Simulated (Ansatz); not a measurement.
# ClFHIn: energies and forces away from the minimum

An exercise on one series of results from a longer session: the logs are not shown, and one member is left open.

The runs use Ansatz 0.2.0, Gaussian basis; single points with forces in def2-TZVPP.

Levels: PBE-D4, r2SCAN-D4, PBE0-D4, wB97M-V, Hartree-Fock, MP2, CCSD, CCSD(T). Each coordinate is moved by a Gaussian draw of the width named (0.7 of it for atoms other than hydrogen): 0.12, 0.12, 0.06, 0.09 Å.

Cores are frozen in the correlated methods. Filled d shells of the heavier atoms are correlated. Core potentials replace the inner electrons past krypton, and spin-orbit coupling is left out.

30 further runs of the same task are left out: 30 set aside as unsound or not needed.

### Where the work starts

SMILES `[F][InH][Cl]`, 4 atoms, charge 0, spin multiplicity 1.

Atoms are counted from 1 here; the program's logs count them from 0.

Bond lengths: F1–In2 1.899 Å, In2–Cl3 2.592 Å, In2–H4 1.763 Å. Angles: F1–In2–Cl3 98.8°, F1–In2–H4 107.9°, Cl3–In2–H4 124.3°.

As a file:

```xyz
4

F    -1.4101   -0.0698    0.9743
In   -0.2014   -0.1303   -0.4897
Cl    1.7682   -1.3493    0.6735
H    -0.1012    1.4890   -1.1784
```

Set-up of the first run:

pre/in.yaml

```yaml
crystal:
  periodic: [false, false, false]
  atoms:
    - {symbol: F, position_ang: [-1.410100, -0.069800, 0.974300]}
    - {symbol: In, position_ang: [-0.201400, -0.130300, -0.489700]}
    - {symbol: Cl, position_ang: [1.768200, -1.349300, 0.673500]}
    - {symbol: H, position_ang: [-0.101200, 1.489000, -1.178400]}
basis:
  gaussian: {orbitals: def2-SVP}
hamiltonian: {xc: pbe, dispersion: d4}
relax: {f_tol: 0.03, max_steps: 250}
```

Started as:

```bash
> ansatz run in.yaml --threads 2 --pin off --events-out ev --progress --plain --max-ram 4352MiB
```

Steps of the session up to this table: A first relaxation in a small basis; Finding the minimum; The minimum at every level; Structure 1, width 0.12 Å; Structure 2, width 0.12 Å; Structure 3, width 0.06 Å; Structure 4, width 0.09 Å.

One table of the session follows, with a row left open; its other results are not shown here.

| method | RMS force component (eV/Å) | angle to CCSD(T) forces (°) | dipole (D) |
| --- | --- | --- | --- |
| PBE-D4 | 0.760 | 13.3 | 2.68 |
| r2SCAN-D4 | ? | ? | ? |
| PBE0-D4 | 0.595 | 1.4 | 2.87 |
| wB97M-V | 0.644 | 1.3 | 2.87 |
| CCSD(T) | 0.603 | reference | 2.86 |

Q: Estimate the row for r2SCAN-D4 from the others.

As computed: RMS force component (eV/Å): 0.631; angle to CCSD(T) forces (°): 3.5; dipole (D): 2.82. In the column «RMS force component (eV/Å)» it lies between CCSD(T) (0.603) and wB97M-V (0.644).
